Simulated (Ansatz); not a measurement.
**C₈H₇ClO₂: a ladder of functionals and wavefunction methods**

How much do the methods differ for C₈H₇ClO₂? The plan is to run it at one geometry with functionals of several rungs and with coupled cluster. The yardstick is the atomisation energy at the CCSD(T) limit.

Method: functionals in def2-TZVPP, the program's frozen cores in correlated methods; program: Ansatz 0.2.0, Gaussian basis.

The runs, in order: LDA (SPW92), PBE-D4, revPBE-D4, BLYP-D4, r2SCAN-D4, B97M-V, PBE0-D4, B3LYP-D4, r2SCANh-D4, r2SCAN0-D4, HSE06-D4, BHLYP-D4, CAM-B3LYP-D4, LC-ωPBE, ωB97X-V, ωB97M-V, B2PLYP, PBE-QIDH; CCSD(T)/def2-SVP; CCSD(T)/def2-TZVPP; MP2/def2-QZVPP; extrapolation to the limit; RPA on PBE.

## Step 1: The relaxed structure

An earlier PBE0-D4 in a triple-zeta def2 set relaxation fixed the geometry.

SMILES `COC(=O)c1ccc(Cl)cc1`, 18 atoms, charge 0, spin multiplicity 1.

Atoms are counted from 1 here; the program's logs count them from 0.

Bond lengths: C1–O2 1.423 Å, C1–H12 1.088 Å, C1–H13 1.091 Å, C1–H14 1.091 Å, O2–C3 1.338 Å, C3–O4 1.204 Å, C3–C5 1.482 Å, C5–C6 1.391 Å, C5–C11 1.391 Å, C6–C7 1.382 Å, C6–H15 1.083 Å, C7–C8 1.388 Å, C7–H16 1.082 Å, C8–Cl9 1.724 Å, C8–C10 1.387 Å, C10–C11 1.383 Å, C10–H17 1.082 Å, C11–H18 1.082 Å. Angles: O2–C1–H12 105.8°, O2–C1–H13 110.6°, O2–C1–H14 110.6°, H12–C1–H13 110.5°, H12–C1–H14 110.5°, H13–C1–H14 108.7°, C1–O2–C3 115.1°, O2–C3–O4 123.3°, O2–C3–C5 112.4°, O4–C3–C5 124.3°, C3–C5–C6 117.9°, C3–C5–C11 122.4°, C6–C5–C11 119.7°, C5–C6–C7 120.5°, C5–C6–H15 118.6°, C7–C6–H15 120.8°, C6–C7–C8 119.1°, C6–C7–H16 121.0° and more.

## Step 2: LDA

This LDA is Slater exchange with PW92 correlation.

Contents of in.yaml:

```yaml
crystal:
  periodic: [false, false, false]
  atoms:
    - {symbol: C, position_ang: [2.425994, -1.282733, -2.110630]}
    - {symbol: O, position_ang: [1.465470, -1.080530, -1.080767]}
    - {symbol: C, position_ang: [0.854578, 0.110273, -1.099314]}
    - {symbol: O, position_ang: [1.088446, 0.959870, -1.920051]}
    - {symbol: C, position_ang: [-0.131920, 0.257020, -0.003434]}
    - {symbol: C, position_ang: [-0.836612, 1.453245, 0.081749]}
    - {symbol: C, position_ang: [-1.769672, 1.648331, 1.081967]}
    - {symbol: C, position_ang: [-1.994261, 0.633753, 2.001411]}
    - {symbol: Cl, position_ang: [-3.156374, 0.867903, 3.253074]}
    - {symbol: C, position_ang: [-1.301224, -0.565581, 1.932363]}
    - {symbol: C, position_ang: [-0.369664, -0.749945, 0.926767]}
    - {symbol: H, position_ang: [2.822958, -2.283240, -1.954027]}
    - {symbol: H, position_ang: [3.222483, -0.540443, -2.043705]}
    - {symbol: H, position_ang: [1.957383, -1.206601, -3.092744]}
    - {symbol: H, position_ang: [-0.638587, 2.225820, -0.651037]}
    - {symbol: H, position_ang: [-2.322840, 2.575649, 1.155949]}
    - {symbol: H, position_ang: [-1.494124, -1.341968, 2.661351]}
    - {symbol: H, position_ang: [0.177966, -1.680824, 0.861076]}
basis:
  gaussian: {orbitals: def2-TZVPP}
hamiltonian: {xc: lda}
output: {orbitals: {seedname: orbitals}}
```

Run with:

```
$ ansatz run in.yaml --threads 4 --pin off --events-out ev --progress --plain --max-ram 66560MiB --backend cuda --devices 0, --max-vram 37GiB
```

The runs that follow: PBE-D4 (GGA); revPBE-D4 (GGA); BLYP-D4 (GGA); r2SCAN-D4 (meta-GGA); B97M-V (meta-GGA); PBE0-D4 (hybrid); B3LYP-D4 (hybrid); r2SCANh-D4 (hybrid); r2SCAN0-D4 (hybrid); HSE06-D4 (hybrid); BHLYP-D4 (hybrid); CAM-B3LYP-D4 (range-separated); LC-ωPBE (range-separated); ωB97X-V (range-separated); ωB97M-V (range-separated); B2PLYP (double hybrid); PBE-QIDH (double hybrid); CCSD(T) in def2-SVP; CCSD(T) in def2-TZVPP; MP2 in def2-QZVPP; RPA on PBE orbitals.

Q: Predict the results of all the runs planned. Wanted: atomisation energy, CCSD(T)/CBS; farthest beyond LDA; mean size of error, GGA; mean size of error, meta-GGA; mean size of error, hybrid; mean size of error, range-separated; mean size of error, double hybrid; gap, smallest and largest; T1 diagnostic.

The runs gave:

| quantity | value |
| --- | --- |
| atomisation energy, CCSD(T)/CBS | 2013.9 kcal/mol |
| functionals within 10.1 kcal/mol (0.5 %) | B3LYP-D4, r2SCANh-D4, ωB97X-V |
| farthest beyond LDA | PBE-D4 (+94.9 kcal/mol) |
| mean size of error, GGA | 49.2 kcal/mol |
| mean size of error, meta-GGA | 21.9 kcal/mol |
| mean size of error, hybrid | 31.2 kcal/mol |
| mean size of error, range-separated | 12.2 kcal/mol |
| mean size of error, double hybrid | 12.3 kcal/mol |
| gap, smallest and largest | 3.91 eV (LDA (SPW92)), 10.34 eV (LC-ωPBE) |
| T1 diagnostic | 0.0131 |
| triples share of the correlation energy | 4.8 % |

**Reading.** LDA overbinds by 359.8 kcal/mol (18 %). PBE-D4 misses by +94.9 kcal/mol. Double hybrids carry the basis error of their MP2 part in triple zeta, and no dispersion term here, so their miss is partly the set-up's. Taken by rung, range-separated functionals do best (12.2 kcal/mol on average) and GGA ones worst beyond LDA (49.2 kcal/mol). The gap between the best rungs is small, so their order is not settled. Misses under about 10.1 kcal/mol are within the doubt on the reference itself, which lacks core-valence correlation, relativity and higher excitations. Hartree-Fock recovers 72 % of the binding; the rest is correlation. CCSD(T) in def2-SVP is off by -76.6 kcal/mol, more than most functionals: a good method in a small basis is no reference. Orbital gaps span 3.9 to 10.3 eV; exact exchange widens them. The restricted reference is unstable towards a spin-broken one.
